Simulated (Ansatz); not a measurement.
**SrO: a single-point run**

The task is a single-point run on SrO. The structure is shown as the input types it.

The COD entry's cell or inner coordinates are ideal or old and differ from later refinements, so a difference from it is no clean test against experiment.

Program: Ansatz 0.2.0. Level of theory: density functional or hybrid calculation with the settings of its input, plane waves. These are calculated values, not measurements.

1 further run of the same task is left out (it didn't finish).

## (1) The structure to begin with

The structure is cubic, space group Fm-3m (No. 225). Conventional cell: a = 5.160 Å, b = 5.160 Å, c = 5.160 Å, α = 90.00°, β = 90.00°, γ = 90.00°. Around Sr (site symmetry m-3m) lie 6 O at 2.58 Å. O (site symmetry m-3m) has 6 Sr at 2.58 Å as nearest neighbours.

Coordinates:

```
CELL_PARAMETERS angstrom
0.00000 2.57989 2.57989
2.57989 0.00000 2.57989
2.57989 2.57989 0.00000
ATOMIC_POSITIONS crystal
Sr 0.50000 0.50000 0.50000
O 0.00000 0.00000 0.00000
```

## (2) The run

Input file input.yaml:

```yaml
crystal:
  lattice:
    - [0.0, 2.5798927166, 2.5798927166]
    - [2.5798927166, 0.0, 2.5798927166]
    - [2.5798927166, 2.5798927166, 0.0]
  atoms:
    - { symbol: Sr, position: [0.5, 0.5, 0.5] }
    - { symbol: O, position: [0.0, 0.0, 0.0] }
kpoints:
  mp_grid: { grid: [4, 4, 4] }
hamiltonian:
  xc: { exchange: pbe, correlation: pbe, exx: { coeff: -0.2, omega: 0.3 } }
scf:
  occupations: { method: fixed }
  n_extra_bands: 4
output:
  forces: true
  stress: true
  eigenvalues: true
```

The run is started by

```bash
ansatz run input.yaml --threads 4 --pin off --max-ram 3686MiB --backend cpu --events-out ev --progress --plain --runs-dir out
```

What happens when this is run?

The run ended at the input check. Its message: «invalid value for `hamiltonian.xc.exx.coeff`: must be finite and in (0, 1]; got -0.2»

Look at the input: hamiltonian.xc.exx.coeff is -0.2. The program checks this value's range before starting, and it fails the check.

The cure: set hamiltonian.xc.exx.coeff to 0.3.
